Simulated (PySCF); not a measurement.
# [PbF3]+: other functionals and bases at one geometry

The task here is to estimate one member of a computed series from the others.

Program: PySCF 2.14.0. Level of theory: several levels, as the steps say, no spin–orbit coupling. These are calculated values, not measurements.

2 further runs of the same task are left out: 2 for a known fault of the program.

## The starting structure

4 atoms, charge 1, spin multiplicity 1.

Bond lengths: Pb1–F2 2.011 Å, Pb1–F3 2.008 Å, Pb1–F4 2.008 Å. Angles: F2–Pb1–F3 116.9°, F2–Pb1–F4 116.9°, F3–Pb1–F4 126.1°.

As a file:

```xyz
4

Pb   -0.04812   -0.00005   -0.00004
F     1.96328   -0.00152    0.00029
F    -0.95595    1.79138   -0.00013
F    -0.95922   -1.78980   -0.00013
```

Formal oxidation states: Pb +4. An earlier session relaxed this geometry at PBE, Pb def2-SVP with ECP60, F def2-SVP (singlet, point group C2v).

At PBE on the finer grid: E = -491.531392 Eh, HOMO -16.04 eV, LUMO -13.83 eV, Mulliken charge on Pb1 +1.53 e, largest force component 0.045 eV/Å. 

Levels to run: PBE0; TPSS; TPSSh; BLYP; PBE, TZVP; PBE, x2c-SVP. Hardware: 2 threads of Arm Neoverse V1, shared host.

The first run:

run.py (the lines that set the calculation)

```python
mol = gto.M(atom='''
Pb    -0.04812    -0.00005    -0.00004
F      1.96328    -0.00152     0.00029
F     -0.95595     1.79138    -0.00013
F     -0.95922    -1.78980    -0.00013''',
    basis={'Pb': 'def2-SVP', 'F': 'def2-SVP'},
    ecp={'Pb': 'def2-SVP'},
    charge=1, spin=0)
mf = dft.RKS(mol, xc='PBE0')
mf.grids.atom_grid = (75, 302)
mf = mf.density_fit()  # fitting sets: Pb def2-universal-JKFIT, F def2-universal-JKFIT
mf.conv_tol = 1e-08; mf.max_cycle = 55
mf.kernel(dm0)  # dm0: the density of the relaxed state
```

Started as:

```console
OMP_NUM_THREADS=2 python run.py
```

Steps of the session up to this table: PBE0; TPSS; TPSSh; BLYP; PBE, TZVP; PBE, x2c-SVP.

One table of the session follows, with a row left open; its other results are not shown here.

```
             level  HOMO (eV)  gap (eV)  charge on Pb1 (e)  dipole (D)  largest force component (eV/Å)
PBE (relaxed here)     -16.04      2.21               1.53        0.36                            0.04
              PBE0     -18.22      5.09               1.70        0.42                            0.79
              TPSS     -16.21      2.46               1.59        0.38                            0.14
             TPSSh          ?         ?                  ?           ?                               ?
              BLYP     -15.92      2.21               1.52        0.36                            0.26
         PBE, TZVP     -16.27      2.30               1.62        0.37                            0.68
      PBE, x2c-SVP     -16.03      2.19               1.56        0.36                            0.39
```

Estimate the missing values for TPSSh.

**Answer.** HOMO (eV): -17.07; gap (eV): 3.59; charge on Pb1 (e): 1.65; dipole (D): 0.40; largest force component (eV/Å): 0.43. In the column «HOMO (eV)» it lies between PBE0 (-18.22) and PBE, TZVP (-16.27).

The dipole of a charged species depends on the origin, so these sizes hold for this origin alone.

In one basis the HOMO–LUMO gap runs from 2.21 eV (PBE) to 5.09 eV (PBE0). The largest leftover force, 0.79 eV/Å with PBE0, stands at a geometry relaxed at another level. Total energies of different levels can't be compared.
